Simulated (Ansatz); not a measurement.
# H10O2Si4: the cost of one run

Method: RKS PBE0/STO-3G, in Ansatz 0.2.0.

## 1. The system as given

Bond lengths (14 of 15 bonds, heavy atoms first): Si1–O2 1.680 Å, O2–Si3 1.680 Å, Si1–Si7 2.220 Å, Si1–O11 1.679 Å, Si1–Si13 2.218 Å, Si3–H4 1.460 Å, Si3–H5 1.460 Å, Si3–H6 1.460 Å, Si7–H8 1.460 Å, Si7–H9 1.460 Å, Si7–H10 1.460 Å, O11–H12 1.010 Å, Si13–H14 1.460 Å, Si13–H15 1.460 Å. Angles (14 of 26 angles, heavy atoms first): Si1–O2–Si3 125.0°, O2–Si1–Si7 109.5°, O2–Si1–O11 109.5°, O2–Si1–Si13 109.5°, Si7–Si1–O11 109.5°, Si7–Si1–Si13 109.5°, O11–Si1–Si13 109.5°, O2–Si3–H4 109.5°, O2–Si3–H5 109.5°, O2–Si3–H6 109.5°, Si1–Si7–H8 109.5°, Si1–Si7–H9 109.5°, Si1–Si7–H10 109.5°, Si1–O11–H12 109.5°.

Coordinates:

```xyz
16

Si    0.0000    0.0000    0.0000
O     0.0000    0.0000    1.6800
Si   -1.3147   -0.4067    2.6436
H    -2.2390   -1.2403    1.8804
H    -0.8506   -1.1432    3.8157
H    -1.9987    0.8095    3.0733
Si    2.0935    0.0000   -0.7393
H     2.5508   -1.3762   -0.9079
H     2.1573    0.6939   -2.0222
H     2.9510    0.6823    0.2255
O    -0.7913    1.3709   -0.5594
H    -1.7491    1.1401   -0.7818
Si   -1.0456   -1.8115   -0.7393
H    -1.7029   -2.4846    0.3772
H    -2.0454   -1.4265   -1.7311
H    -0.0777   -2.7173   -1.3511
```

## 2. Relaxing the start

File input.yaml:

```yaml
crystal:
  periodic: [false, false, false]
  atoms:
    - { symbol: Si, position_ang: [0.0, 0.0, 0.0] }
    - { symbol: O, position_ang: [0.0, 0.0, 1.68] }
    - { symbol: Si, position_ang: [-1.3147, -0.4067, 2.6436] }
    - { symbol: H, position_ang: [-2.239, -1.2403, 1.8804] }
    - { symbol: H, position_ang: [-0.8506, -1.1432, 3.8157] }
    - { symbol: H, position_ang: [-1.9987, 0.8095, 3.0733] }
    - { symbol: Si, position_ang: [2.0935, 0.0, -0.7393] }
    - { symbol: H, position_ang: [2.5508, -1.3762, -0.9079] }
    - { symbol: H, position_ang: [2.1573, 0.6939, -2.0222] }
    - { symbol: H, position_ang: [2.951, 0.6823, 0.2255] }
    - { symbol: O, position_ang: [-0.7913, 1.3709, -0.5594] }
    - { symbol: H, position_ang: [-1.7491, 1.1401, -0.7818] }
    - { symbol: Si, position_ang: [-1.0456, -1.8115, -0.7393] }
    - { symbol: H, position_ang: [-1.7029, -2.4846, 0.3772] }
    - { symbol: H, position_ang: [-2.0454, -1.4265, -1.7311] }
    - { symbol: H, position_ang: [-0.0777, -2.7173, -1.3511] }
basis:
  gaussian: { orbitals: STO-3G }
hamiltonian:
  xc: pbe0
relax:
  f_tol: 0.02
  max_steps: 40
```

The run is started by

```sh
$ ansatz run input.yaml --threads 1 --pin off --max-ram 2048MiB --backend cpu --events-out ev --progress --plain --runs-dir out
```

What time and memory should one allow on 1 thread of Arm Neoverse V1, shared host?

About 3 min, with a peak of 0.16 GiB.
